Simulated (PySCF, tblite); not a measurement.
# C₅H₉GeNSe: geometry, infrared bands and NMR shifts

Aim: predict the infrared bands and NMR shifts of C₅H₉GeNSe (`C[Se]C/C=[CH]/[GeH2][C]#N`).

Programs: tblite 0.8.0 and PySCF 2.14.0, with density-fitted response routines of our own. Each step states its level of theory. These are calculated values for one molecule in the gas phase, unless marked as measured. Atoms count from 0, in the outputs and in this text.

### Step 1. The starting structure

17 atoms, charge 0, multiplicity 1; geometry from: force field or distance geometry start.

Bonds of the start (Å): C0–Se1 1.94, Se1–C2 1.96, C2–C3 1.49, C3–C4 1.35, C4–Ge5 1.92, Ge5–C6 1.90, C6–N7 1.15, C0–H8 1.11, C0–H9 1.11, C0–H10 1.11, C2–H11 1.11, C2–H12 1.11, C3–H13 1.09, C4–H14 1.09, Ge5–H15 1.55, Ge5–H16 1.56.

### Step 2. Geometry optimisation with GFN2-xTB

What the job is given:

```
{"job": {"kind": "relax", "xc": "GFN2-xTB", "basis": "xTB"}, "charge": 0, "multiplicity": 1}
C     -3.505000     1.006300     0.234100
Se    -1.618500     1.428000     0.127900
C     -1.127300    -0.461200    -0.071800
C      0.350200    -0.598800    -0.195200
C      1.154200    -0.365300     0.861100
Ge     3.054400    -0.574600     0.685500
C      3.707700     0.600100    -0.656000
N      4.108000     1.317100    -1.467200
H     -4.081200     1.947200     0.364700
H     -3.843000     0.509000    -0.696800
H     -3.712800     0.340800     1.098500
H     -1.515200    -1.048600     0.791500
H     -1.617300    -0.843300    -0.990700
H      0.778500    -0.941900    -1.132100
H      0.743100    -0.034500     1.809300
H      3.381000    -2.037000     0.309000
H      3.736300    -0.231300     2.044200
```

Command:

```
$ OMP_NUM_THREADS=1 python probes_run.py task.json out
```

One launch serves the whole session: the jobs run in the order shown.

**Question.** This job is followed by: GFN2-xTB harmonic vibrations, gas phase; GIAO PBE0/pcSseg-1 NMR shielding, non-relativistic, gas phase. What will the session give for the following? strongest single infrared mode (GFN2-xTB); zero-point energy (GFN2-xTB); 13C shifts against TMS (PBE0/pcSseg-1); 1H shifts against TMS (PBE0/pcSseg-1, means over atoms taken as alike); 77Se shifts against Me2Se (PBE0/pcSseg-1); 73Ge shifts against GeMe4 (PBE0/pcSseg-1); 15N shifts against NH3 (PBE0/pcSseg-1).

The runs gave:

| quantity | value |
| --- | --- |
| strongest single infrared mode (GFN2-xTB) | 2018 cm⁻¹, 401 km/mol |
| zero-point energy (GFN2-xTB) | 73.6 kcal/mol |
| 13C shifts against TMS (PBE0/pcSseg-1) | 156.9, 125.4, 120.6, 44.3, 17.2 ppm |
| 1H shifts against TMS (PBE0/pcSseg-1, means over atoms taken as alike) | 7.03, 5.97, 4.56, 3.45, 2.07 ppm |
| 77Se shifts against Me2Se (PBE0/pcSseg-1) | 172 ppm |
| 73Ge shifts against GeMe4 (PBE0/pcSseg-1) | -203 ppm |
| 15N shifts against NH3 (PBE0/pcSseg-1) | 368.1 ppm |

What this shows: Relaxing lowered the energy by 0.268 eV in 154 steps; the close pair that moved most is Ge5–H16, from 1.558 to 1.500 Å. No mode is imaginary among the 45: a minimum at this level. The strongest single mode, at 2018 cm⁻¹, moves mainly H16. GFN2-xTB is a fitted tight-binding method: band positions and strengths are rough. Its intensities can rank the bands wrongly. At PBE0/pcSseg-1: Shielding is most anisotropic at Se1 (span 1009 ppm, paramagnetic term -1414 ppm). Spin-orbit coupling is left out, which matters for shieldings and couplings at and beside the heavy atoms.
